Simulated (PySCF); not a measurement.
**GeH2Me(OAc): NMR shifts, electronic excitations, spin-spin couplings and core binding energies at several levels of theory, part 1 of 2**

Aim: compute the NMR shifts, electronic excitations, spin-spin couplings and core binding energies of GeH2Me(OAc) (`[H][Ge]([H])([CH3])[O]C(C)=O`) at several levels, and see how far they spread and what each costs.

The runs use PySCF 2.14.0, with density-fitted response routines of our own; the level of theory stands in each step. All values are computed, except where a source is named. Atoms count from 0, in the outputs and in this text.

## 1. The starting structure

14 atoms, charge 0, multiplicity 1; geometry from: GFN2-xTB. The atoms were then displaced at random by about 0.03 Å, so the start is not that level's minimum.

Bonds of the start (Å): Ge0–H1 1.48, Ge0–H2 1.40, Ge0–C3 2.02, Ge0–O7 1.79, C3–H4 1.02, C3–H5 1.19, C3–H6 1.08, O7–C8 1.32, C8–C9 1.53, C8–O10 1.18, C9–H11 1.09, C9–H12 1.15, C9–H13 1.13.

## 2. Relaxing the molecule at PBE0-D3(BJ)/def2-SVP

The job: settings as JSON, then the geometry in Å.

```
{"job": {"xc": "PBE0", "basis": "def2-SVP", "d3": "d3bj", "grid": 1, "maxiter": 40, "shake": 0.03, "kind": "geom"}, "charge": 0, "multiplicity": 1}
Ge     0.748920     1.079030     0.486520
H      0.618060     1.015870     1.961850
H      2.019970     1.009270    -0.090590
C     -0.267980     2.635680    -0.294200
H      0.000680     3.572870     0.010760
H     -1.417520     2.557390     0.019080
H     -0.305980     2.591660    -1.369120
O     -0.217760    -0.262950    -0.205970
C      0.243020    -1.411410     0.245190
C     -0.499280    -2.639970    -0.291830
O      1.207800    -1.485110     0.912090
H      0.001090    -3.536280     0.060300
H     -0.576450    -2.589150    -1.438190
H     -1.574000    -2.580720     0.037330
```

Started as:

```console
> OMP_NUM_THREADS=1 python probes_run.py task.json out
```

This one command runs all jobs of the session in turn.

Log:

```text
step   0  E = -2345.58416634  max force = 0.071015
step   1  E = -2345.61220507  max force = 0.013943
step   2  E = -2345.61263577  max force = 0.008319
step   3  E = -2345.61370838  max force = 0.004400
step   4  E = -2345.61378385  max force = 0.003110
step   5  E = -2345.61382725  max force = 0.000604
step   6  E = -2345.61383526  max force = 0.000351
optimisation converged
```

It took 2.9 min on 1 thread of Intel Xeon at 2.50GHz, shared host; peak memory 0.54 GiB.

Step by step:

| step | energy from step 0 (eV) | largest force component (eV/Å) |
| --- | --- | --- |
| 0 | 0.0000 | 3.6517 |
| 1 | -0.7630 | 0.7170 |
| 2 | -0.7747 | 0.4278 |
| 3 | -0.8039 | 0.2263 |
| 4 | -0.8059 | 0.1599 |
| 5 | -0.8071 | 0.0311 |
| 6 | -0.8073 | 0.0180 |

Close pairs (by a distance rule), those that changed most:

| bond | before (Å) | after (Å) | change (Å) |
| --- | --- | --- | --- |
| Ge0–H2 | 1.398 | 1.534 | +0.136 |
| C3–H5 | 1.194 | 1.099 | -0.095 |
| Ge0–C3 | 2.017 | 1.938 | -0.079 |
| C3–H4 | 1.022 | 1.100 | +0.078 |
| Ge0–H1 | 1.482 | 1.534 | +0.052 |
| Ge0–O7 | 1.793 | 1.844 | +0.051 |
| C9–H12 | 1.150 | 1.100 | -0.051 |
| C8–O10 | 1.175 | 1.210 | +0.034 |

The end geometry stands in the next job.

| at the end point | value |
| --- | --- |
| rotational constants (GHz, main isotopes) | 6.220, 1.312, 1.114 |
| dipole moment (D) | 2.33 |

## 3. NMR shieldings: PBE0/pcSseg-2+pcSseg-1

The job: settings as JSON, then the geometry in Å.

```
{"job": {"kind": "nmr", "xc": "PBE0", "basis": {"default": "pcSseg-1", "Ge": "pcSseg-2"}}, "charge": 0, "multiplicity": 1}
Ge     0.689503     1.160825     0.474317
H      0.625782     1.127959     2.006836
H      2.122810     1.091828    -0.067639
C     -0.336143     2.616483    -0.290653
H      0.065777     3.585036     0.040822
H     -1.386125     2.543023     0.025561
H     -0.294091     2.574449    -1.388186
O     -0.232897    -0.301933    -0.165755
C      0.253892    -1.478722     0.210268
C     -0.535214    -2.638362    -0.325504
O      1.233176    -1.579735     0.912986
H     -0.074385    -3.581724    -0.012667
H     -0.582333    -2.581288    -1.422537
H     -1.569183    -2.581660     0.045369
```

With the program's defaults for keys left out, this is: GIAO PBE0/pcSseg-1 Ge:pcSseg-2 NMR shielding, non-relativistic, gas phase.

Log:

```text
coarse grid: 53096 points
cycle   1  E = -2345.8599406766  dE = -1.333e-02  |g| = 1.401e+00  |ddm| = 3.134e+00
cycle   2  E = -2345.5104470271  dE =  3.495e-01  |g| = 2.010e+00  |ddm| = 1.652e+00
cycle   3  E = -2346.0614274035  dE = -5.510e-01  |g| = 3.248e-01  |ddm| = 1.205e+00
cycle   4  E = -2346.0770140350  dE = -1.559e-02  |g| = 1.540e-01  |ddm| = 2.565e-01
cycle   5  E = -2346.0805502244  dE = -3.536e-03  |g| = 3.965e-02  |ddm| = 9.454e-02
cycle   6  E = -2346.0808304384  dE = -2.802e-04  |g| = 6.331e-03  |ddm| = 2.444e-02
cycle   7  E = -2346.0808350710  dE = -4.633e-06  |g| = 2.016e-03  |ddm| = 3.896e-03
final grid: 112056 points
cycle   8  E = -2346.0808542359  dE =  2.222e-07  |g| = 2.485e-03  |ddm| = 2.660e-03
cycle   9  E = -2346.0808534998  dE =  7.360e-07  |g| = 3.386e-03  |ddm| = 2.944e-03
cycle  10  E = -2346.0808551408  dE = -1.641e-06  |g| = 6.025e-04  |ddm| = 1.800e-03
cycle  11  E = -2346.0808552102  dE = -6.947e-08  |g| = 7.061e-05  |ddm| = 3.745e-04
cycle  12  E = -2346.0808552111  dE = -8.708e-10  |g| = 1.314e-05  |ddm| = 4.341e-05
converged SCF energy = -2346.0808552111

GIAO shielding tensors (ppm)
atom      isotropic    diamagn.    paramagn.     s11        s22        s33       span
  0 Ge    1361.205    2760.094   -1398.888   1251.894   1365.632   1466.090    214.196
  1 H       25.945      30.329      -4.384     19.571     21.917     36.346     16.775
  2 H       25.933      30.320      -4.387     19.582     21.877     36.340     16.758
  3 C      188.271     248.718     -60.447    179.388    191.269    194.156     14.768
  4 H       31.074      26.830       4.244     26.134     27.658     39.430     13.296
  5 H       30.560      29.954       0.607     25.533     28.088     38.061     12.528
  6 H       30.549      29.780       0.768     25.587     27.964     38.095     12.509
  7 O      111.244     400.449    -289.205    -40.896    147.280    227.349    268.245
  8 C        6.189     250.271    -244.082    -87.521     29.659     76.431    163.952
  9 C      162.245     248.121     -85.876    141.110    153.413    192.213     51.103
 10 O     -126.220     403.437    -529.657   -355.748   -239.570    216.657    572.405
 11 H       29.478      26.731       2.747     25.238     27.907     35.291     10.053
 12 H       29.102      28.528       0.574     25.296     28.400     33.611      8.315
 13 H       29.087      28.414       0.673     25.371     28.266     33.624      8.253
```

Run time: 94 s. Hardware: 1 thread of Intel Xeon at 2.50GHz, shared host; peak memory 1.1 GiB.

The references, computed at this level on geometries of the same kind, shield at (ppm): 1H TMS 31.27, 13C TMS 184.4, 17O H2O 334.6. Their shielding less the atom's gives the shift. The references are single molecules in the gas phase, so shifts against H2O, NH3, PH3, H3PO4 or CFCl3 are not on the usual liquid scales and can be off by tens of ppm. Atoms listed in one row are averaged.

| atoms | environment | σ (ppm) | δ (ppm) |
| --- | --- | --- | --- |
| C8 | carbon bonded to C, 2 O | 6.2 | 178.2 |
| C9 | carbon bonded to C, 3 H | 162.2 | 22.2 |
| C3 | carbon bonded to Ge, 3 H | 188.3 | -3.9 |
| H1, H2 | hydrogen on a germanium bonded to C, O | 25.94 | 5.33 |
| H11, H12, H13 | hydrogen on a carbon bonded to C | 29.22 | 2.04 |
| H4, H5, H6 | hydrogen on a carbon bonded to Ge | 30.73 | 0.54 |
| Ge0 | germanium bonded to C, O, 2 H | 1361 | – |
| O10 | oxygen bonded to C | -126.2 | 460.8 |
| O7 | oxygen bonded to C, Ge | 111.2 | 223.3 |

Charges from the same density, by scheme (e):

| atoms | Mulliken | IAO | Hirshfeld | ESP fit |
| --- | --- | --- | --- | --- |
| Ge0 | 0.34 | 0.86 | 0.42 | 0.68 |
| C3 | -0.38 | -0.69 | -0.20 | -0.67 |
| O7 | -0.54 | -0.56 | -0.22 | -0.52 |
| C8 | 0.42 | 0.53 | 0.21 | 0.89 |
| C9 | -0.24 | -0.46 | -0.12 | -0.65 |
| O10 | -0.43 | -0.47 | -0.27 | -0.60 |

Mayer bond orders: Ge0–C3 1.07, Ge0–O7 0.82, O7–C8 1.08, C8–C9 1.01, C8–O10 1.88.

With diffuse functions Mulliken charges and Mayer bond orders lose their meaning; the other schemes are steadier.

Orbitals, density, ELF and potential are computed afterwards from the orbital file.

Frontier orbitals at PBE0/pcSseg-2+pcSseg-1, with the share of their density that lies nearest to each atom:

| orbital | energy (eV) | lies on |
| --- | --- | --- |
| HOMO | -7.82 | O10 72 %; O7 11 % |
| LUMO | 0.44 | Ge0 20 %; H1, H2 about 19 % each; O7 15 % |

ELF in a plane through or near 8 of the atoms.

Values, 10 rows by 14 columns:
```
0.00 0.00 0.00 0.00 0.00 0.00 0.00 0.00 0.00 0.00 0.00 0.00 0.00 0.00
0.00 0.00 0.00 0.00 0.00 0.00 0.00 0.00 0.04 0.03 0.00 0.00 0.00 0.00
0.00 0.00 0.00 0.00 0.02 0.13 0.08 0.13 0.76 0.71 0.17 0.00 0.00 0.00
0.00 0.00 0.00 0.01 0.09 0.22 0.23 0.18 0.76 0.87 0.11 0.03 0.00 0.00
0.00 0.00 0.81 0.65 0.42 0.58 0.36 0.28 0.37 0.40 0.46 0.99 0.19 0.00
0.00 0.01 0.99 0.99 0.32 0.79 0.40 0.29 0.60 0.78 0.27 0.97 0.22 0.00
0.00 0.00 0.29 0.45 0.59 0.33 0.12 0.84 0.23 0.49 0.62 0.12 0.01 0.00
0.00 0.00 0.02 0.10 0.22 0.06 0.00 0.10 0.00 0.07 0.10 0.02 0.00 0.00
0.00 0.00 0.00 0.00 0.01 0.00 0.00 0.00 0.00 0.00 0.00 0.00 0.00 0.00
0.00 0.00 0.00 0.00 0.00 0.00 0.00 0.00 0.00 0.00 0.00 0.00 0.00 0.00
```
The map spans 12.4 Å across and 8.5 Å up, centred on the molecule. Atoms in the plane (x, y in Å): Ge0 (-1.2, 0.8), C3 (-2.6, -0.6), H4 (-3.6, -0.2), O7 (0.3, -0.3), C8 (1.5, 0.4), C9 (2.7, -0.4), O10 (1.5, 1.6), H11 (3.6, 0.2).

log10 of the density (e/Å³) in the same plane.

Ten even steps from ' ' (-4.0) to '@' (2.1):
```
                                                        
                      ..        ....                    
                ......::......::::--::..                
              ..::::------::----======--::              
            ..::::--======--==++++**++==--..            
          ....::--==++++======**####**++==::..          
        ..::::--==++++**++++++**##%%**++==--::::..      
      ..::----====++##%%**++++**####**++======--..      
    ..::--====++++**%%@@##**++****##**++++++++==::..    
    ..::==++********##%%****######%%**********++--..    
    ..--++**######****++**##%%##******%%##****==--..    
    ..--==++**##@@**++++++**####**++**##****++==::..    
    ..::--==++******++====++++++++==++****++==--::..    
      ..----==++++++==----==========++++++==--::..      
      ..::----======--::::::----::----====--::::        
        ..::::------::............::::--::::::..        
          ....::::::....          ............          
              ......                                    
                                                        
                                                        
```
The map spans 12.4 Å across and 8.5 Å up, centred on the molecule. Atoms in the plane (x, y in Å): Ge0 (-1.2, 0.8), C3 (-2.6, -0.6), H4 (-3.6, -0.2), O7 (0.3, -0.3), C8 (1.5, 0.4), C9 (2.7, -0.4), O10 (1.5, 1.6), H11 (3.6, 0.2).

On the surface of density 0.002 e/bohr³ the electrostatic potential runs, from the 1st to the 99th percentile, from -1.78 V near O10 to 1.29 V near H4.

## 4. Excited states and response: B3LYP/def2-SVPD

Settings changed since step 3:

```diff
@@ -1,2 +1,2 @@
-{"job": {"kind": "nmr", "xc": "PBE0", "basis": {"default": "pcSseg-1", "Ge": "pcSseg-2"}}, "charge": 0, "multiplicity": 1}
+{"job": {"kind": "uv", "xc": "B3LYP", "basis": "def2-SVPD", "ip": true, "nstates": 15}, "charge": 0, "multiplicity": 1}
 Ge     0.689503     1.160825     0.474317
```

With the program's defaults for keys left out, this is: TDDFT B3LYP/def2-SVPD, vertical, gas phase, core orbitals frozen in the response.

Log:

```text
coarse grid: 53096 points
cycle   1  E = -2346.0189370650  dE =  4.026e-02  |g| = 1.095e+00  |ddm| = 5.057e+00
cycle   2  E = -2345.5509171492  dE =  4.680e-01  |g| = 1.904e+00  |ddm| = 4.789e+00
cycle   3  E = -2346.2205465849  dE = -6.696e-01  |g| = 2.957e-01  |ddm| = 3.736e+00
cycle   4  E = -2346.2354766688  dE = -1.493e-02  |g| = 1.024e-01  |ddm| = 3.816e-01
cycle   5  E = -2346.2369955118  dE = -1.519e-03  |g| = 4.898e-02  |ddm| = 1.380e-01
cycle   6  E = -2346.2374511715  dE = -4.557e-04  |g| = 4.067e-03  |ddm| = 5.053e-02
cycle   7  E = -2346.2374546626  dE = -3.491e-06  |g| = 1.581e-03  |ddm| = 7.016e-03
final grid: 112056 points
cycle   8  E = -2346.2374284951  dE =  7.065e-07  |g| = 2.432e-03  |ddm| = 1.000e-02
cycle   9  E = -2346.2374256847  dE =  2.810e-06  |g| = 4.438e-03  |ddm| = 7.997e-03
cycle  10  E = -2346.2374297420  dE = -4.057e-06  |g| = 8.065e-04  |ddm| = 5.559e-03
cycle  11  E = -2346.2374298777  dE = -1.357e-07  |g| = 5.618e-05  |ddm| = 8.217e-04
cycle  12  E = -2346.2374298784  dE = -6.553e-10  |g| = 1.043e-05  |ddm| = 6.596e-05
converged SCF energy = -2346.2374298784

Static polarisability (au): isotropic 74.585, principal 61.485 73.431 88.839

Singlet excitations
state   eV       nm        f      main configurations
  1   5.8347    212.5   0.00070   H->L 0.98
  2   6.7812    182.8   0.03619   H->L+1 0.74, H->L+2 0.22
  3   6.9621    178.1   0.00145   H->L+2 0.75, H->L+1 0.20
  4   7.5471    164.3   0.00561   H->L+3 0.95
  5   7.5533    164.1   0.00029   H-1->L+1 0.85, H-1->L+2 0.12
  6   7.7392    160.2   0.04388   H->L+4 0.86, H-1->L 0.12
  7   7.8378    158.2   0.02331   H-1->L+2 0.87, H-1->L+1 0.11
  8   7.8894    157.2   0.00013   H-2->L 0.56, H-4->L 0.41
  9   7.9020    156.9   0.02033   H-2->L+1 0.89
 10   7.9730    155.5   0.11321   H-1->L 0.69, H->L+4 0.11
 11   8.1592    152.0   0.00510   H-2->L+2 0.91
 12   8.2796    149.7   0.00052   H-4->L 0.56, H-2->L 0.42
 13   8.4452    146.8   0.00915   H-1->L+3 0.88
 14   8.4589    146.6   0.00024   H-3->L+1 0.92
 15   8.6011    144.1   0.00609   H-3->L 0.40, H-4->L+1 0.22, H->L+5 0.22

Triplet excitations (Tamm-Dancoff, eV): 5.3423 6.1364 6.6234 6.9148
Vertical ionisation energy (delta-SCF) = 10.0663 eV
```

Wall time 5.6 min (1 thread of Intel Xeon at 2.50GHz, shared host); peak memory 1 GiB.

The orbitals next to the gap, with their largest atomic shares:

| orbital | eV | atoms |
| --- | --- | --- |
| HOMO−3 | -9.45 | Ge0 26 %, O10 17 %, H2 16 % |
| HOMO−2 | -8.95 | C3 33 %, Ge0 26 %, O7 10 % |
| HOMO−1 | -8.62 | O7 40 %, O10 29 %, Ge0 10 % |
| HOMO | -7.66 | O10 68 %, O7 11 %, C9 8 % |
| LUMO | 0.01 | C8 37 %, O10 28 %, O7 13 % |
| LUMO+1 | 0.03 | Ge0 36 %, H2 12 %, H1 12 % |
| LUMO+2 | 0.09 | Ge0 38 %, C3 11 %, C8 7 % |

With each of the 15 states as a Gaussian band of 0.4 eV half-width at 1/e, the curve within the window shown has maxima at 182 nm (ε 1,500), 156 nm (ε 8,000) L/(mol cm). Beyond the last state computed it falls off for lack of states. The curve at chosen wavelengths:

```csv
nm,ε (L/mol/cm)
139,277
143,892
147,2440
151,5349
155,7801
158,7783
162,5528
166,2891
170,1411
174,1111
178,1356
182,1529
186,1363
189,1071
193,645
197,325
201,147
205,69
209,42
213,32
217,27
220,22
224,16
228,10
232,6
236,3
```

Leading natural transition orbitals of singlet state 10: the hole lies on O7 42 %; H1, H2 about 17 % each; O10 16 %; the particle on C8 43 %; O10 24 %; O7 9 %.

Leading natural transition orbitals of singlet state 1: the hole lies on O10 74 %; O7 11 %; the particle on C8 48 %; O10 26 %; O7 10 %.

Further results of this job:

| property | computed |
| --- | --- |
| dipole moment (D) | 2.42 |
| polarisability (Å³) | 11.05 |
| HOMO–LUMO gap (eV) | 7.67 |
| −ε(HOMO) (eV) | 7.66 |

## 5. J couplings: PBE/pcSseg-1+pcJ-1

Settings changed since step 4:

```diff
@@ -1,2 +1,2 @@
-{"job": {"kind": "uv", "xc": "B3LYP", "basis": "def2-SVPD", "ip": true, "nstates": 15}, "charge": 0, "multiplicity": 1}
+{"job": {"kind": "j", "xc": "PBE", "basis": "pcJ-1"}, "charge": 0, "multiplicity": 1}
 Ge     0.689503     1.160825     0.474317
```

Method: PBE/pcJ-1 Ge:pcSseg-1 indirect spin-spin coupling, non-relativistic, gas phase.

Log:

```text
coarse grid: 53096 points
cycle   1  E = -2345.4868751661  dE = -2.173e-02  |g| = 1.578e+00  |ddm| = 3.171e+00
cycle   2  E = -2344.3652797323  dE =  1.122e+00  |g| = 2.836e+00  |ddm| = 2.844e+00
cycle   3  E = -2345.7002955710  dE = -1.335e+00  |g| = 7.332e-01  |ddm| = 2.393e+00
cycle   4  E = -2345.7861323214  dE = -8.584e-02  |g| = 2.744e-01  |ddm| = 5.370e-01
cycle   5  E = -2345.7945354823  dE = -8.403e-03  |g| = 1.703e-01  |ddm| = 2.537e-01
cycle   6  E = -2345.7993835652  dE = -4.848e-03  |g| = 2.851e-02  |ddm| = 1.130e-01
cycle   7  E = -2345.7995698260  dE = -1.863e-04  |g| = 8.029e-03  |ddm| = 3.171e-02
cycle   8  E = -2345.7995845703  dE = -1.474e-05  |g| = 1.717e-03  |ddm| = 6.809e-03
cycle   9  E = -2345.7995852338  dE = -6.635e-07  |g| = 4.766e-04  |ddm| = 2.057e-03
final grid: 112056 points
cycle  10  E = -2345.7995947512  dE =  3.049e-08  |g| = 7.338e-04  |ddm| = 1.556e-03
cycle  11  E = -2345.7995944789  dE =  2.723e-07  |g| = 1.372e-03  |ddm| = 1.540e-03
cycle  12  E = -2345.7995948484  dE = -3.695e-07  |g| = 3.755e-04  |ddm| = 1.012e-03
cycle  13  E = -2345.7995948751  dE = -2.668e-08  |g| = 4.432e-05  |ddm| = 2.489e-04
cycle  14  E = -2345.7995948755  dE = -3.993e-10  |g| = 1.236e-05  |ddm| = 4.463e-05
converged SCF energy = -2345.7995948755

Indirect spin-spin couplings (Hz)
  i      j    bonds     total        FC       PSO       DSO        SD
  1 H    2 H    2     21.514    25.207     1.031    -4.724         -
  1 H    3 C    2     11.099    11.737     0.057    -0.696         -
  1 H    4 H    3     -1.575    -0.855     0.340    -1.060         -
  1 H    5 H    3     -0.715    -0.067     0.235    -0.883         -
  1 H    6 H    3      8.549    10.969     1.624    -4.044         -
  1 H    7 O    2     -0.434    -0.595    -0.143     0.303         -
  1 H    8 C    3      0.144     0.372    -0.131    -0.097         -
  1 H    9 C    4      0.493     0.571     0.195    -0.273         -
  1 H   10 O    4     -0.809    -0.810     0.129    -0.128         -
  1 H   11 H    5     -0.202    -0.046     0.754    -0.910         -
  1 H   12 H    5     -0.294     0.238     0.974    -1.507         -
  1 H   13 H    5      0.277     0.424     0.391    -0.538         -
  2 H    3 C    2     11.105    11.746     0.056    -0.697         -
  2 H    4 H    3     -1.866    -1.044     0.419    -1.241         -
  2 H    5 H    3      8.277    10.697     1.621    -4.041         -
  2 H    6 H    3     -0.212     0.348     0.166    -0.727         -
  2 H    7 O    2     -0.449    -0.609    -0.144     0.304         -
  2 H    8 C    3      0.117     0.349    -0.131    -0.101         -
  2 H    9 C    4      0.492     0.573     0.197    -0.277         -
  2 H   10 O    4     -0.811    -0.814     0.131    -0.128         -
  2 H   11 H    5     -0.171    -0.019     0.740    -0.891         -
  2 H   12 H    5      0.201     0.374     0.422    -0.594         -
  2 H   13 H    5     -0.278     0.259     0.979    -1.516         -
  3 C    4 H    1    123.892   121.356     1.582     0.955         -
  3 C    5 H    1    126.163   123.709     1.476     0.978         -
  3 C    6 H    1    126.199   123.742     1.481     0.975         -
  3 C    7 O    2     -6.695    -6.841     0.138     0.009         -
  3 C    8 C    3      1.616     1.664     0.075    -0.123         -
  3 C   10 O    4     -0.527    -0.593    -0.013     0.078         -
  4 H    5 H    2    -12.173   -13.227     2.904    -1.850         -
  4 H    6 H    2    -12.128   -13.181     2.906    -1.853         -
  4 H    7 O    3     -6.350    -6.536    -0.129     0.315         -
  4 H    8 C    4      0.267     0.523     0.245    -0.501         -
  4 H    9 C    5      0.448     0.546     0.205    -0.303         -
  4 H   10 O    5      0.267     0.105    -0.081     0.242         -
  4 H   11 H    6     -0.176     0.165     0.801    -1.143         -
  4 H   12 H    6     -0.357    -0.043     0.648    -0.962         -
  4 H   13 H    6     -0.360    -0.046     0.638    -0.951         -
  5 H    6 H    2    -11.534   -12.603     2.848    -1.779         -
  5 H    7 O    3      0.349     0.410     0.032    -0.093         -
  5 H    8 C    4     -0.306    -0.193     0.161    -0.273         -
  5 H   11 H    6     -0.207    -0.023     0.672    -0.856         -
  6 H    7 O    3      0.521     0.567     0.022    -0.068         -
  6 H    8 C    4     -0.316    -0.195     0.164    -0.285         -
  6 H   11 H    6     -0.217    -0.026     0.670    -0.861         -
  6 H   13 H    6     -0.153    -0.023     0.325    -0.455         -
  7 O    8 C    1     38.733    31.647     7.312    -0.226         -
  7 O    9 C    2    -18.973   -19.425     0.479    -0.027         -
  7 O   11 H    3     -7.677    -7.720    -0.158     0.202         -
  7 O   12 H    3      0.444     0.443     0.127    -0.126         -
  7 O   13 H    3      0.577     0.578     0.111    -0.113         -
  8 C    9 C    1     53.544    54.864    -1.639     0.319         -
  8 C   10 O    1     34.511    21.483    13.169    -0.141         -
  8 C   11 H    2     -3.812    -3.564    -0.391     0.143         -
  8 C   12 H    2     -5.930    -5.995    -0.125     0.190         -
  8 C   13 H    2     -6.025    -6.110    -0.112     0.197         -
  9 C   10 O    2     -3.028    -4.142     1.081     0.033         -
  9 C   11 H    1    131.088   129.416     0.972     0.700         -
  9 C   12 H    1    121.387   119.485     1.182     0.720         -
  9 C   13 H    1    120.731   118.811     1.200     0.720         -
 10 O   11 H    3     -0.348    -0.744     0.407    -0.011         -
 10 O   12 H    3     -1.217    -1.411    -0.046     0.240         -
 10 O   13 H    3     -1.088    -1.266    -0.051     0.230         -
 11 H   12 H    2    -10.936   -11.156     2.771    -2.551         -
 11 H   13 H    2    -11.502   -11.724     2.751    -2.530         -
 12 H   13 H    2    -17.438   -17.724     2.490    -2.204         -
```

Run time: 91 s. Hardware: 1 thread of Intel Xeon at 2.50GHz, shared host; peak memory 1.2 GiB.

Couplings of 1 Hz or more, nine at most for each number of bonds, with means over like pairs (isotopes 13C, 1H, 17O):

| pair | bonds | J (Hz) | Fermi contact (Hz) | dihedral (°) |
| --- | --- | --- | --- | --- |
| C3–H4 | 1 | 125.4 | 122.9 | – |
| C9–H11 | 1 | 124.4 | 122.6 | – |
| C8–C9 | 1 | 53.5 | 54.9 | – |
| O7–C8 | 1 | 38.7 | 31.6 | – |
| C8–O10 | 1 | 34.5 | 21.5 | – |
| H1–H2 | 2 | 21.5 | 25.2 | – |
| O7–C9 | 2 | -19.0 | -19.4 | – |
| H11–H12 | 2 | -13.3 | -13.5 | – |
| H4–H5 | 2 | -11.9 | -13.0 | – |
| H1–C3 | 2 | 11.1 | 11.7 | – |
| C3–O7 | 2 | -6.7 | -6.8 | – |
| C8–H11 | 2 | -5.3 | -5.2 | – |
| C9–O10 | 2 | -3.0 | -4.1 | – |
| O7–H11 | 3 | -2.2 | -2.2 | – |
| H1–H4 | 3 | 2.1 | 3.3 | – |
| H4–O7 | 3 | -1.8 | -1.9 | – |
| C3–C8 | 3 | 1.6 | 1.7 | -180 |

The spin-dipole term was not solved, so all couplings lack that part.

The response was solved for the nuclei of C, H alone, so couplings that need other nuclei can be missing.

Quadrupole couplings from the field gradients of the same density:

| atom | isotope | eQq/h (MHz) | η |
| --- | --- | --- | --- |
| Ge0 | 73Ge | -90.6 | 0.04 |
| O10 | 17O | 8.844 | 0.13 |
| O7 | 17O | -7.667 | 0.05 |

(Continued in part 2 of 2.)
